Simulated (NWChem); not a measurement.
# KBr (SMILES [K][Br]) at 3 levels

Wanted: a comparison of 3 runs (B3LYP/def2-TZVPP, CAM-B3LYP/def2-TZVPP, revPBE/def2-TZVPP) of KBr. 

Program for the calculation: NWChem 7.3.0.

## (1) The structure to begin with

KBr: 2 atoms, total charge 0, spin state singlet. As SMILES, `[K][Br]`. The K1–Br2 distance was set to 3.275 Å, away from the relaxed value.

Bond lengths: K1–Br2 3.275 Å.

## (2) The energy at B3LYP/def2-TZVPP (run 1)

m1.nw

```
start m1
memory 2200 mb

geometry noautosym nocenter noautoz
  K     1.590706   -0.588591    0.796821
  Br   -1.197500    0.399500   -0.609300
end

basis spherical bse
  * library def2-TZVPP
end

dft
  xc b3lyp
  grid xfine
  convergence energy 1e-08
  maxiter 100
  mulliken
  print low
end

task dft energy
```

Command:

```console
$ nwchem m1.nw > m1.out
```

Standard output:

```text
[...]
 d= 0,ls=0.0,diis     1  -3174.1560501167 -3.28D+03  1.54D-02  6.75D-01     2.8
[...]
 d= 0,ls=0.0,diis     8  -3174.1980917165 -2.09D-11  5.65D-06  2.56D-07    15.0
         Total DFT energy =    -3174.198091716462
      One electron energy =    -4625.210645106888
           Coulomb energy =     1468.460449213032
    Exchange-Corr. energy =     -124.889298537035
 Nuclear repulsion energy =      107.441402714428
[...]
      Total Density - Mulliken Population Analysis
     ---------------------------------------------
    Atom       Charge   Shell Charges
 -----------   ------   -------------------------------------------------------
    1 K   19    18.27   2.00  2.00  1.20  0.79  0.14 -0.02  5.98  4.62  1.38  0.09  0.00  0.03  0.06
    2 Br  35    35.73   2.00  2.01  1.16  0.78  1.04  0.98  6.00  5.92  1.38  2.55  1.91  8.95  1.02  0.03  0.01  0.00
[...]
```

Wall time 16 s (1 thread of Intel Xeon at 2.60GHz (Ice Lake), shared host); peak memory 0.12 GiB.

## (3) A single-point energy at CAM-B3LYP/def2-TZVPP (run 2)

run.py

```python
from ase import Atoms
from ase.calculators.nwchem import NWChem

system = Atoms(['K', 'Br'], positions=[
    [1.590706, -0.588591, 0.796821],
    [-1.197500, 0.399500, -0.609300],
])

calc = NWChem(
    label='a',
    theory='dft',
    memory='2200 mb',
    basis='def2-TZVPP',
    basispar='spherical bse',
    dft={'xc': 'xcamb88 1.00 lyp 0.81 vwn_5 0.19 hfexch 1.00', 'cam': '0.33 cam_alpha 0.19 cam_beta 0.46', 'mult': '1', 'grid': 'xfine', 'convergence': 'energy 1e-08', 'direct': None, 'iterations': '100', 'mulliken': None, 'print': 'low'},
    task='energy',
)
system.calc = calc

print(f"energy = {system.get_potential_energy():.6f} eV")
```

Command:

```console
$ export ASE_NWCHEM_COMMAND="nwchem PREFIX.nwi > PREFIX.nwo"
$ python run.py
```

Standard output:

```text
energy = -86377.194325 eV
```

The calculator wrote a.nwi:

```
title "a"

permanent_dir a

scratch_dir a

start a

geometry units angstrom nocenter noautosym noautoz
  K  1.5907060000000000e+00 -5.8859099999999998e-01 7.9682100000000000e-01
  Br -1.1975000000000000e+00 3.9950000000000002e-01 -6.0929999999999995e-01
end

memory 2200 mb

basis spherical bse noprint
   * library def2-TZVPP
end

dft
  xc xcamb88 1.00 lyp 0.81 vwn_5 0.19 hfexch 1.00
  cam 0.33 cam_alpha 0.19 cam_beta 0.46
  mult 1
  grid xfine
  convergence energy 1e-08
  direct
  iterations 100
  mulliken
  print low
end

task dft energy
```

a.nwo:

```text
Northwest Computational Chemistry Package (NWChem) 7.3.0
             --------------------------------------------------------

           Job information
           ---------------

    nwchem branch   = 7.3.0
    use scalapack   = T
    input           = a.nwi
    prefix          = a.
    data base       = a/a.db
    status          = startup
    nproc           =        1

           Memory information
           ------------------

    heap     =     72089598 doubles =      550.0 Mbytes
    stack    =     72089595 doubles =      550.0 Mbytes
    global   =    144179200 doubles =     1100.0 Mbytes (distinct from heap & stack)
    total    =    288358393 doubles =     2200.0 Mbytes
    verify   = yes
    hardfail = no

[... 33 lines left out ...]
            Nuclear Dipole moment (a.u.)
[... 45 lines left out ...]
   convergence    iter        energy       DeltaE   RMS-Dens  Diis-err    time
[... 7 lines left out ...]
         Total DFT energy =    -3174.303368726337
      One electron energy =    -4625.243844057584
           Coulomb energy =     1468.492795171992
    Exchange-Corr. energy =     -124.993722555172
 Nuclear repulsion energy =      107.441402714428
[... 5 lines left out ...]
     ---------------------------------------------
      Total Density - Mulliken Population Analysis
     ---------------------------------------------

    Atom       Charge   Shell Charges
 -----------   ------   -------------------------------------------------------
    1 K   19    18.26   2.00  2.00  1.19  0.80  0.12 -0.02  5.98  4.62  1.38  0.10  0.00  0.03  0.06
    2 Br  35    35.74   2.00  2.01  1.15  0.79  1.02  0.99  6.00  5.92  1.40  2.55  1.91  8.94  1.02  0.03  0.02  0.00

     -------------------------------------------
      Total Density - Lowdin Population Analysis
     -------------------------------------------

    Atom       Charge   Shell Charges
 -----------   ------   -------------------------------------------------------
    1 K   19    18.48   2.00  2.00  1.08  0.86  0.14  0.04  5.94  4.18  1.81  0.21  0.00  0.04  0.19
    2 Br  35    35.52   2.00  2.00  1.14  0.83  0.86  0.99  5.98  5.66  1.65  2.51  1.91  8.53  1.23  0.23  0.02  0.00

 Task  times  cpu:       25.7s     wall:       25.7s
 Total times  cpu:       25.7s     wall:       25.7s
```

Run time: 27 s. Hardware: 1 thread of Intel Xeon at 2.60GHz (Ice Lake), shared host; peak memory 0.12 GiB.

## (4) The energy at revPBE/def2-TZVPP (run 3)

geom.nw

```
start geom
title "BrK energy"
memory 2200 mb

geometry units angstroms noautosym nocenter noautoz
  K     1.590706   -0.588591    0.796821
  Br   -1.197500    0.399500   -0.609300
end

basis spherical bse
  K library def2-TZVPP
  Br library def2-TZVPP
end

dft
  xc revpbe cpbe96
  grid xfine
  convergence energy 1e-08
  iterations 100
  mulliken
  print low
end

task dft
```

Command:

```console
$ nwchem geom.nw > geom.out
```

Standard output:

```text
[...]
 d= 0,ls=0.0,diis     1  -3173.7843107820 -3.28D+03  3.11D-02  8.37D-01     2.8
[...]
 d= 0,ls=0.5,diis    48  -3173.8292737984 -7.59D-09  1.24D-06  2.32D-08    82.7
         Total DFT energy =    -3173.829273804045
      One electron energy =    -4624.860181129238
           Coulomb energy =     1468.091897028186
    Exchange-Corr. energy =     -124.502392417420
 Nuclear repulsion energy =      107.441402714428
[...]
      Total Density - Mulliken Population Analysis
     ---------------------------------------------
    Atom       Charge   Shell Charges
 -----------   ------   -------------------------------------------------------
    1 K   19    18.28   2.00  2.00  1.19  0.80  0.15 -0.03  5.98  4.63  1.37  0.09  0.00  0.03  0.06
    2 Br  35    35.72   2.00  2.01  1.15  0.79  1.03  1.00  6.00  5.92  1.35  2.62  1.85  8.94  1.01  0.04  0.01  0.00
[...]
```

It took 85 s on 1 thread of Intel Xeon at 2.60GHz (Ice Lake), shared host; peak memory 0.11 GiB.

## (5) Overview of the runs

```tsv
run	level	energy (Eh)	wall time
1	B3LYP/def2-TZVPP	-3174.198092	16 s
2	CAM-B3LYP/def2-TZVPP	-3174.303369	27 s
3	revPBE/def2-TZVPP	-3173.829274	85 s
```

## (6) Outcome

| quantity | value |
| --- | --- |
| run 3: total energy | -3173.82927 Eh |

Totals of different functionals can't be ranked against each other. All runs together took 2.1 min, the longest 85 s.
